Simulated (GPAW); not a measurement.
# AlO2 (Cmcm) in GPAW: equation of state with LDA

Aim: the equation of state of AlO2 with LDA.

Everything below comes from runs of GPAW 26.7.0. Logs are shortened: lines on timing, memory, paths and dates and some standing lists are left out, and cuts for length are marked. The log counts tension as positive stress, the text compression.

## Step 1: The structure

The structure is orthorhombic, space group Cmcm (No. 63). Conventional cell: a = 2.976 Å, b = 10.806 Å, c = 3.647 Å, α = 90.00°, β = 90.00°, γ = 90.00°. Around Al (site symmetry m2m) lie 6 O at 1.87 to 2.02 Å. O (site symmetry m2m) is surrounded by 2 Al at 1.88 Å. Around O (site symmetry m2m) lie 4 Al at 1.87 to 2.02 Å.

The cell comes from a database or a generator and needn't be the stable form of this composition.

## Step 2: Equation of state, LDA

The input, run.py:

```python
from ase import Atoms
from ase.eos import EquationOfState
from ase.io import Trajectory
from ase.units import GPa
from gpaw import GPAW, PW

atoms = Atoms(['Al', 'Al', 'O', 'O', 'O', 'O'],
              cell=[[1.488162, -5.402833, 0.0],
                    [1.488162, 5.402833, 0.0],
                    [0.0, 0.0, 3.646612]],
              scaled_positions=[[0.668133, 0.331867, 0.75],
                                [0.331867, 0.668133, 0.25],
                                [0.061072, 0.938928, 0.75],
                                [0.938928, 0.061072, 0.25],
                                [0.294184, 0.705816, 0.75],
                                [0.705816, 0.294184, 0.25]],
              pbc=True)

traj = Trajectory('eos.traj', 'w')
volumes, energies = [], []
for x in [0.94, 0.96, 0.98, 1.0, 1.02, 1.04, 1.06]:
    a = atoms.copy()
    a.set_cell(atoms.cell * x**(1 / 3), scale_atoms=True)
    calc = GPAW(mode=PW(800),
                xc='LDA',
                kpts={'size': (6, 6, 5), 'gamma': True},
                occupations={'name': 'fermi-dirac', 'width': 0.05},
                nbands=29,
                convergence={'density': 1e-05, 'energy': 1e-05},
                maxiter=150,
                txt=f'eos-{x:.2f}.txt')
    a.calc = calc
    energies.append(a.get_potential_energy(force_consistent=True))
    volumes.append(a.get_volume())
    p = -a.get_stress()[:3].mean() / GPa
    calc.write(f'eos-{x:.2f}.gpw')
    traj.write(a)
    print(f'{x:.2f} {volumes[-1]:10.4f} A^3 {energies[-1]:14.6f} eV {p:9.3f} GPa', flush=True)

v0, e0, B = EquationOfState(volumes, energies, eos='birchmurnaghan').fit()
print(f'V0 = {v0:.4f} A^3, E0 = {e0:.6f} eV, B0 = {B / GPa:.2f} GPa')
```

Potentials or basis: the program's PAW data sets (release 1.2.1) made for this functional, pw.

Command:

```console
> OMP_NUM_THREADS=1 python run.py
```

The log of the run:

```text
__  _  _
 | _ |_)|_||  |
 |__||  | ||/\| - 26.7.0

Input parameters:
  mode=PW(ecut=800.0),
  convergence={'density': 1e-05, 'energy': 1e-05},
  kpts=MonkhorstPack(size=(6, 6, 5), gamma=True),
  maxiter=150,
  nbands=29,
  occupations=Occupations(name='fermi-dirac', width=0.05),
  xc=XC(name='LDA')

Diagonalizing LCAO Hamiltonian
Converting LCAO to pw mode

             O
           O

         Al
           Al

         O
       O

Atoms  # Å, Bohr magnetons
|   | symbol |        x |         y |        z |    initial magnetic moments |
|---|--------|----------|-----------|----------|-----------------------------|
| 0 |     Al | 1.468049 | -1.792235 | 2.697996 | ( 0.0000,  0.0000,  0.0000) |
| 1 |     Al | 1.468049 |  1.792235 | 0.899332 | ( 0.0000,  0.0000,  0.0000) |
| 2 |      O | 1.468049 |  4.678808 | 2.697996 | ( 0.0000,  0.0000,  0.0000) |
| 3 |      O | 1.468049 | -4.678808 | 0.899332 | ( 0.0000,  0.0000,  0.0000) |
| 4 |      O | 1.468049 |  2.193921 | 2.697996 | ( 0.0000,  0.0000,  0.0000) |
| 5 |      O | 1.468049 | -2.193921 | 0.899332 | ( 0.0000,  0.0000,  0.0000) |

Unit cell  # Å
| periodic |        x |         y |        z |  lengths |     angles |
|----------|----------|-----------|----------|----------|------------|
|      yes | 1.468049 | -5.329813 | 0.000000 | 5.528297 |  90.000000 |
|      yes | 1.468049 |  5.329813 | 0.000000 | 5.528297 |  90.000000 |
|      yes | 0.000000 |  0.000000 | 3.597327 | 3.597327 | 149.200515 |

Number of symmetries: 4
Symmetry operations  # r_c * U_cc + t_c -> r_c
|   | kind |            matrix            |
|---|------|------------------------------|
| 0 |  E   |  1, 0, 0,  0, 1, 0,  0, 0, 1 |
| 1 |  C2  |  0, 1, 0,  1, 0, 0,  0, 0,-1 |
| 2 |  σ   |  0,-1, 0, -1, 0, 0,  0, 0, 1 |
| 3 |  i   | -1, 0, 0,  0,-1, 0,  0, 0,-1 |

BZ-sampling:
  Number of BZ points: 180
  Number of IBZ points: 55

  Monkhorst-Pack size: [6, 6, 5]
  Monkhorst-Pack shift: [0.08333333333333333, 0.08333333333333333, 0.0]

K-points  # in reciprocal-cell coordinates
|     |                                coordinates |     weight |
|-----|--------------------------------------------|------------|
|   0 | (  0.00000000,   0.00000000,   0.00000000) | 0.00555556 |
|   1 | (  0.00000000,   0.00000000,   0.20000000) | 0.01111111 |
|   2 | (  0.00000000,   0.00000000,   0.40000000) | 0.01111111 |
|   3 | (  0.16666667,  -0.16666667,  -0.40000000) | 0.01111111 |
|   4 | (  0.16666667,  -0.16666667,  -0.20000000) | 0.01111111 |
|   5 | (  0.16666667,  -0.16666667,   0.00000000) | 0.01111111 |
|   6 | (  0.16666667,  -0.16666667,   0.20000000) | 0.01111111 |
|   7 | (  0.16666667,  -0.16666667,   0.40000000) | 0.01111111 |
|   8 | (  0.16666667,   0.00000000,  -0.40000000) | 0.02222222 |
|   9 | (  0.16666667,   0.00000000,  -0.20000000) | 0.02222222 |
| ... |                                            |            |
|  54 | (  0.50000000,   0.50000000,   0.40000000) | 0.01111111 |

Plane wave coefficients: 2911
Cutoff: 800.0 eV

Spin-components: 1 (collinear spins)
Bands:           29
Projectors:      30
Spin-degeneracy: 2
Datatype:        complex128

Parallelization:
  kpt:    1
  domain: 1
  band:   1

Density:
  Valence electrons: 30.0
  Components: 1
  Grid points: [40 40 24]
  Charge: 0.0  # |e|

Potential:
  Grid points: [40 40 24]

species:
  Al:
    name:    Aluminium
    Z:       13.0
    valence: 3
    core:    10
    charge:  0.0  # [|e|]
    compensation charges:
      type: gauss
      rc: 0.34  # [Å]
      lmax: 2
    cutoffs:
      filter: 1.91  # [Å]
      core: 2.36  # [Å]
    projectors
    | kind |    occ | energy [eV] | rcut [Å] |
    |------|--------|-------------|----------|
    |   3s |  2.000 |      -7.830 |    1.085 |
    |   3p |  1.000 |      -2.783 |    1.085 |
    |    s |        |      19.382 |    1.085 |
    |    p |        |      24.428 |    1.085 |
    |    d |        |       0.000 |    1.085 |

    Using partial waves for Al as LCAO basis

  O:
    name:    Oxygen
    Z:       8.0
    valence: 6
    core:    2
    charge:  0.0  # [|e|]
    compensation charges:
      type: gauss
      rc: 0.21  # [Å]
      lmax: 2
    cutoffs:
      filter: 1.17  # [Å]
      core: 0.83  # [Å]
    projectors
    | kind |    occ | energy [eV] | rcut [Å] |
    |------|--------|-------------|----------|
    |   2s |  2.000 |     -23.752 |    0.688 |
    |   2p |  4.000 |      -9.195 |    0.598 |
    |    s |        |       3.459 |    0.688 |
    |    p |        |      18.016 |    0.598 |
    |    d |        |       0.000 |    0.619 |

    Using partial waves for O as LCAO basis

Reference energy: -21268.474888  # eV

eigensolver:
  PPCG
  Converge bands: occupied
  niter=2

density mixing:
  MSR1-Mixer
  Pratt-step length: 0.05
  Maximum mixing coefficient: 0.75
  Old densities: 10
  SVD Regularization: 0.005
  Good broyden scale: 1.0
  Trust region scale: 1.0
  Backstep threshold: 4.0
  History deletion threshold: 6.0
  Fourier metric: weight=20.0, sigma=0.015

occupation numbers:
  Fermi-Dirac:
    width: 0.0500  # eV

poisson solver:
  ecut: 6400.0  # eV

xc functional:
  name: None

convergence criteria:
- Maximum integral of absolute [dens]ity change: 1e-05 electrons / valence electron
- Maximum [total energy] change in last 3 cyles: 1e-05 eV / valence electron
- Maximum integral of absolute [eigenst]ate change: 4e-08 eV^2 / valence electron
maximum number of iterations: 150

SCF iterations
|iter     | |      energy | eigst |  dens |
|---------|-|-------------|-------|-------|
|iter:   1| |  -47.971497 | +0.05 |       |
|iter:   2| |  -47.182091 | -2.20 | -0.80 |
|iter:   3| |  -44.939472 | -1.20 | -0.85 |
|iter:   4| |  -44.974195 | -2.60 | -1.44 |
|iter:   5| |  -44.904607 | -2.89 | -1.58 |
|iter:   6| |  -44.904558 | -4.09 | -1.92 |
|iter:   7| |  -44.904454c| -5.61 | -2.95 |
|iter:   8| |  -44.904466c| -6.97 | -3.44 |
|iter:   9| |  -44.904464c| -8.00c| -4.16 |
|iter:  10| |  -44.904464c| -8.28c| -4.94 |
|iter:  11| |  -44.904464c| -9.48c| -5.74c|

Converged in 11 steps
Energy contributions relative to reference atoms: (reference = -21268.474888)

Energy contributions:
  Kinetic:          48.187398
  Coulomb:         -44.754813
  Zero:              0.849152
  External:          0.000000
  Xc:              -49.164999
  Entropy:          -0.042403
  Spinorbit:         0.000000
  ----------------------------
  Free energy:     -44.925666
  Extrapolated:    -44.904464

dipole moment: (0.000000, -0.000000, 0.000000)  # |e|*Ang

Fermi level: 4.419
Eigenvalues  # (at kpt = [0.000, 0.000, 0.000])
| band index |      eig [eV] | occ [0-2] |
|------------|---------------|-----------|
|          0 |       -15.139 |     2.000 |
|        ... |               |           |
|          6 |         0.365 |     2.000 |
|          7 |         0.968 |     2.000 |
|          8 |         1.575 |     2.000 |
|          9 |         1.849 |     2.000 |
|         10 |         1.996 |     2.000 |
|         11 |         2.492 |     2.000 |
[... 8 lines left out ...]
|         20 |        17.313 |     0.000 |
|         21 |        18.051 |     0.000 |
|        ... |               |           |
|         28 |        21.960 |     0.000 |

No gap
No difference between direct/indirect transitions

Stress tensor  # eV/Ang^3
|         x |         y |        z |
|-----------|-----------|----------|
|  0.014906 | -0.000000 | 0.000000 |
| -0.000000 |  0.028661 | 0.000000 |
|  0.000000 |  0.000000 | 0.006400 |

# Writing to eos-0.96.gpw (mode='')
```

Run time: 18 min. Hardware: 1 thread of AMD EPYC (Zen 3), shared host; peak memory 0.53 GiB.

What came out:

```yaml
Equilibrium_volume: 9.27 Å³/atom
Bulk_modulus_at_fixed_shape_and_positions: 210 GPa
Pressure_derivative_of_the_bulk_modulus: 4.2
```

Energy against volume, from the lowest point:
| volume (Å³/atom) | energy (meV/atom) |
| --- | --- |
| 9.187 | 0.00 |
| 9.382 | 0.37 |
| 9.578 | 5.83 |
| 9.773 | 15.84 |
| 9.969 | 29.95 |
| 10.164 | 47.70 |
| 10.360 | 68.78 |

Caveat: the k mesh is coarse (spacing up to 0.36 Å⁻¹), so the values aren't converged; the cell was scaled at fixed shape and fractional positions, which overstates the stiffness of a crystal with free parameters, most of all of layers and chains; the program warned that so skewed a cell can give wrong results.
